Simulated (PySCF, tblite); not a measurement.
# C₆H₈O₂Si: geometry, infrared bands and NMR shifts

Aim: predict the infrared bands and NMR shifts of C₆H₈O₂Si (`CC(=O)C1=C[SiH2]C=CO1`).

The runs use tblite 0.8.0 and PySCF 2.14.0, with density-fitted response routines of our own; the level of theory stands in each step. All values are computed, except where a source is named. Atoms are numbered from 0 throughout.

## Step 1: Starting geometry

17 atoms, charge 0, multiplicity 1; geometry from: force field or distance geometry start.

Bonds of the start (Å): C0–C1 1.51, C1–O2 1.21, C1–C3 1.51, C3–C4 1.33, C4–Si5 1.82, Si5–C6 1.83, C6–C7 1.34, C7–O8 1.38, O8–C3 1.41, C0–H9 1.11, C0–H10 1.09, C0–H11 1.09, C4–H12 1.09, Si5–H13 1.49, Si5–H14 1.49, C6–H15 1.08, C7–H16 1.08.

## Step 2: Optimising the geometry with GFN2-xTB

What the job is given:

```
{"job": {"kind": "relax", "xc": "GFN2-xTB", "basis": "xTB"}, "charge": 0, "multiplicity": 1}
C     -2.750500    -0.710900     0.543400
C     -1.940800     0.206200    -0.340400
O     -2.460600     0.957800    -1.135600
C     -0.440700     0.143500    -0.177000
C      0.309600     0.941100    -0.935800
Si     2.128600     0.962200    -0.850300
C      2.415100    -0.292900     0.449600
C      1.395500    -0.927300     1.040700
O      0.049700    -0.766200     0.779800
H     -3.825100    -0.560800     0.329900
H     -2.590500    -0.472200     1.595700
H     -2.511200    -1.755200     0.341700
H     -0.137000     1.622800    -1.652900
H      2.753200     0.544500    -2.132100
H      2.637000     2.296700    -0.417600
H      3.438500    -0.499200     0.739200
H      1.522200    -1.678000     1.811800
```

Command:

```bash
$ OMP_NUM_THREADS=1 python probes_run.py task.json out
```

This one command runs all jobs of the session in turn.

**Question.** This job is followed by: GFN2-xTB harmonic vibrations, gas phase; GIAO PBE0/pcSseg-1 NMR shielding, non-relativistic, gas phase. Predict these results of the whole session: strongest single infrared mode (GFN2-xTB); zero-point energy (GFN2-xTB); ¹³C shifts against TMS (PBE0/pcSseg-1); ¹H shifts against TMS (PBE0/pcSseg-1, means over atoms taken as alike); ¹⁷O shifts against H2O (PBE0/pcSseg-1); ²⁹Si shifts against TMS (PBE0/pcSseg-1).

The runs gave:

```
                                                              quantity                                       value
                             strongest single infrared mode (GFN2-xTB)                       2197 cm⁻¹, 446 km/mol
                                          zero-point energy (GFN2-xTB)                               75.5 kcal/mol
                                ¹³C shifts against TMS (PBE0/pcSseg-1)  196.4, 164.8, 160.9, 108.2, 98.9, 28.9 ppm
¹H shifts against TMS (PBE0/pcSseg-1, means over atoms taken as alike)            7.38, 6.82, 5.23, 5.01, 2.35 ppm
                                ¹⁷O shifts against H2O (PBE0/pcSseg-1)                            642.9, 204.6 ppm
                               ²⁹Si shifts against TMS (PBE0/pcSseg-1)                                   -80.6 ppm
```

What this shows: Over 33 steps the energy fell by 0.233 eV; of the close pairs, C4–Si5 changed most, 1.821 to 1.870 Å. All 45 modes are real, so the xTB geometry is a minimum. The strongest single mode, at 2197 cm⁻¹, moves mainly H13 and H14. GFN2-xTB is a fitted tight-binding method: band positions and strengths are rough. Its intensities can rank the bands wrongly. C1 (ketone carbonyl carbon) lies farthest downfield among carbon, at 196.4 ppm; the double bond to the heteroatom, with no lone-pair donor beside it, deshields it most. The most deshielded hydrogen is H16 (hydrogen on an alkene carbon bearing oxygen), at 7.38 ppm: olefinic region. At PBE0/pcSseg-1: The largest span, 1228 ppm, is at O2, where the paramagnetic term is -706 ppm.
